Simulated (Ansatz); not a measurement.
# Ga: energy and pressure over a range of volumes

An exercise on one series of results from a longer session: the logs are not shown, and one member is left open.

Program: Ansatz 0.2.0. Level of theory: DFT LDA, scalar-relativistic. These are calculated values, not measurements.

## Starting point

Symmetry: Cmcm, No. 63, orthorhombic system. Conventional cell: a = 2.900 Å, b = 8.130 Å, c = 3.170 Å, α = 90.00°, β = 90.00°, γ = 90.00°. Ga (site symmetry m2m) has 8 Ga at 2.68 to 2.90 Å as nearest neighbours.

As a file:

```
Ga
1.0
     1.45000   -4.06500    0.00000
     1.45000    4.06500    0.00000
     0.00000    0.00000    3.17000
Ga
2
Cartesian
  1.4500 -2.9837 0.7925
  1.4500 2.9837 2.3775
```

Atoms are numbered in the order of the input: Ga1, Ga2.

The first run:

input.yaml

```yaml
crystal:
  lattice:
    - [1.4304030031, -4.0100608329, 0.0]
    - [1.4304030031, 4.0100608329, 0.0]
    - [0.0, 0.0, 3.1271569102]
  atoms:
    - { symbol: Ga, position: [0.867, 0.133, 0.25] }
    - { symbol: Ga, position: [0.133, 0.867, 0.75] }
kpoints:
  mp_grid: { grid: [12, 12, 10] }
  band_path:
    path:
      - [0.0, 0.0, 0.0]
      - [-0.5, 0.5, 0.0]
      - [-0.2818093587, 0.7181906413, 0.0]
      - [0.2818093587, 0.2818093587, 0.0]
      - [0.0, 0.0, 0.0]
      - [0.0, 0.0, 0.5]
      - [0.2818093587, 0.2818093587, 0.5]
      - [-0.2818093587, 0.7181906413, 0.5]
      - [-0.5, 0.5, 0.5]
    npoints: 5
scf:
  occupations: { method: fermi_dirac, width: 0.08 }
hamiltonian:
  xc: lda
  pseudopotentials: { kind: all_electron, lapw: { basis_error: 0.001 } }
output:
  forces: true
  stress: true
  eigenvalues: true
```

Command:

```sh
ansatz run input.yaml --threads 1 --pin off --max-ram 3072MiB --backend cpu --events-out ev --progress --plain --runs-dir out
```

Among the steps run: Volume × 0.96, LAPW; Volume × 0.96, PAW; Volume × 0.96, crystal datasets; Volume × 0.99, LAPW; Volume × 0.99, PAW; Volume × 0.99, crystal datasets; Volume × 1.02, LAPW; Volume × 1.02, PAW; Volume × 1.02, crystal datasets; Volume × 1.06, LAPW; Volume × 1.06, PAW; Volume × 1.06, crystal datasets.

One of the session's tables, all rows but one given; the rest of the session is left out.

It belongs to the step «The equation of state». 

| method | volume (Å³/atom) | pressure (GPa) | largest force (eV/Å) |
| --- | --- | --- | --- |
| LAPW | 17.937 | -1.80 | 0.199 |
| LAPW | 18.498 | -3.34 | 0.183 |
| LAPW | 19.058 | -4.61 | 0.167 |
| LAPW | 19.806 | -5.96 | 0.146 |
| PAW | 17.937 | -1.85 | 0.200 |
| PAW | 18.498 | -3.39 | 0.184 |
| PAW | 19.058 | -4.66 | 0.167 |
| PAW | 19.806 | -6.00 | 0.147 |
| crystal datasets | 17.937 | -1.80 | 0.199 |
| crystal datasets | 18.498 | ? | ? |
| crystal datasets | 19.058 | -4.61 | 0.167 |
| crystal datasets | 19.806 | -5.96 | 0.146 |

**Question.** Estimate the row for crystal datasets, 18.498.

**Answer.** pressure (GPa): -3.35; largest force (eV/Å): 0.183. In the column «pressure (GPa)» it lies between PAW, 18.498 (-3.39) and LAPW, 18.498 (-3.34).

To keep in mind: Warnings in the runs' records: crystal datasets made, printed levels off.
